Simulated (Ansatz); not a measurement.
A nudged elastic band was laid between two geometries of a periodic cell of 17 atoms, Mg8HO8 (host MgO, host structure Fm-3m, interstitial H), cell charge +1.

Theory: DFT PBE, scalar-relativistic, plane waves, PAW in Ansatz 0.2.0. Settings: PAW set soft_1, cutoff 420 eV, k mesh 2x2x2, gaussian smearing 0.05 eV, no spin polarisation.

```
movable images  : 5
climbing image  : yes
spring          : 10.0 eV/Å²
optimiser       : quadratic models (default)
start path      : straight line
force threshold : 0.05 eV/Å
iteration limit : 71
end points      : relaxed
```

Initial state:

```xyz
17
Lattice="0.0000 4.2270 4.2270 4.2270 0.0000 4.2270 4.2270 4.2270 0.0000" Properties=species:S:1:pos:R:3
Mg -0.012 0.009 0.164
O 2.116 2.108 2.133
Mg 2.137 2.086 0.024
O 4.277 4.173 2.164
Mg 2.106 -0.044 2.154
O 4.242 2.079 4.258
Mg 4.267 2.118 2.154
O 6.371 4.208 4.258
Mg -0.013 1.945 2.101
O 2.116 4.204 4.230
Mg 2.277 4.236 2.102
O 4.246 6.335 4.230
Mg 2.120 2.103 4.234
O 4.246 4.205 6.360
Mg 4.267 4.183 4.220
O 6.371 6.306 6.357
H 0.585 3.636 2.699
```

Final state:

```xyz
17
Lattice="0.0000 4.2270 4.2270 4.2270 0.0000 4.2270 4.2270 4.2270 0.0000" Properties=species:S:1:pos:R:3
Mg 0.041 0.007 -0.041
O 2.119 2.092 2.108
Mg 2.107 2.072 -0.041
O 4.248 4.222 2.109
Mg 2.122 -0.009 2.105
O 4.278 2.062 4.177
Mg 4.268 2.072 2.120
O 6.345 4.222 4.206
Mg -0.011 2.125 1.950
O 2.146 4.195 4.210
Mg 2.138 4.202 2.089
O 4.253 6.315 4.201
Mg 2.278 2.125 4.239
O 4.244 4.195 6.309
Mg 4.215 4.062 4.239
O 6.372 6.323 6.309
H 0.593 1.518 3.635
```

**Question.** Which bonds break or form, and what moves?

**Answer.** Contacts lost: Mg1–H17, Mg11–H17, O14–H17. Contacts made: O12–H17, Mg13–H17, Mg15–H17. The atom that moves furthest is H17, by 2.32 Å.

**Question.** Give the energies along the band, and the barrier.

**Answer.** It converged. The highest image is number 2 of 0 to 6, 0.35 eV above the ends, which have the same energy within 2 meV. The profile has 2 maxima (images 2, 5) with wells between them (image 4): this band takes more than one step, which may be the mechanism or a detour left from its start path. By the program's own check the climbing image is a first-order saddle point (lowest curvatures found: -5.48 and 1.87 eV/Å²). Limits of this set-up: coarse k mesh, charged cell in a uniform background, uncorrected.

```json
{"image": "0", "path coordinate (Å)": "0.00", "energy (eV)": "0.00", "Mg1–H17 (Å)": "1.89", "Mg11–H17 (Å)": "1.89", "O14–H17 (Å)": "0.98"}
{"image": "1", "path coordinate (Å)": "0.53", "energy (eV)": "0.10", "Mg1–H17 (Å)": "1.77", "Mg11–H17 (Å)": "2.27", "O14–H17 (Å)": "1.00"}
{"image": "2", "path coordinate (Å)": "1.07", "energy (eV)": "0.35", "Mg1–H17 (Å)": "1.71", "Mg11–H17 (Å)": "2.56", "O14–H17 (Å)": "1.26"}
{"image": "3", "path coordinate (Å)": "1.63", "energy (eV)": "0.09", "Mg1–H17 (Å)": "1.78", "Mg11–H17 (Å)": "2.75", "O14–H17 (Å)": "1.84"}
{"image": "4", "path coordinate (Å)": "2.19", "energy (eV)": "0.01", "Mg1–H17 (Å)": "1.94", "Mg11–H17 (Å)": "2.67", "O14–H17 (Å)": "2.30"}
{"image": "5", "path coordinate (Å)": "2.75", "energy (eV)": "0.08", "Mg1–H17 (Å)": "2.38", "Mg11–H17 (Å)": "2.95", "O14–H17 (Å)": "2.69"}
{"image": "6", "path coordinate (Å)": "3.31", "energy (eV)": "0.00", "Mg1–H17 (Å)": "2.83", "Mg11–H17 (Å)": "3.46", "O14–H17 (Å)": "3.14"}
```

**Question.** What is the geometry of the highest image?

**Answer.** 
```xyz
17
Lattice="0.0000 4.2270 4.2270 4.2270 0.0000 4.2270 4.2270 4.2270 0.0000" Properties=species:S:1:pos:R:3
Mg 0.055 0.114 0.154
O 2.216 2.041 2.081
Mg 2.182 2.095 -0.024
O 4.287 4.166 2.132
Mg 2.180 -0.064 2.135
O 4.287 2.093 4.205
Mg 4.286 2.105 2.143
O 6.356 4.218 4.257
Mg 0.058 1.916 1.956
O 2.218 4.218 4.257
Mg 2.164 4.161 2.137
O 4.287 6.472 4.054
Mg 2.162 2.097 4.202
O 4.287 4.015 6.511
Mg 4.286 4.153 4.191
O 6.358 6.268 6.307
H 0.060 3.126 3.172
```

The band took 11 iterations and about 6 core-minutes.

Time of the run: 5.6 min on 1 thread of Arm Neoverse V2, with other jobs on the host, peak memory 0.65 GiB.
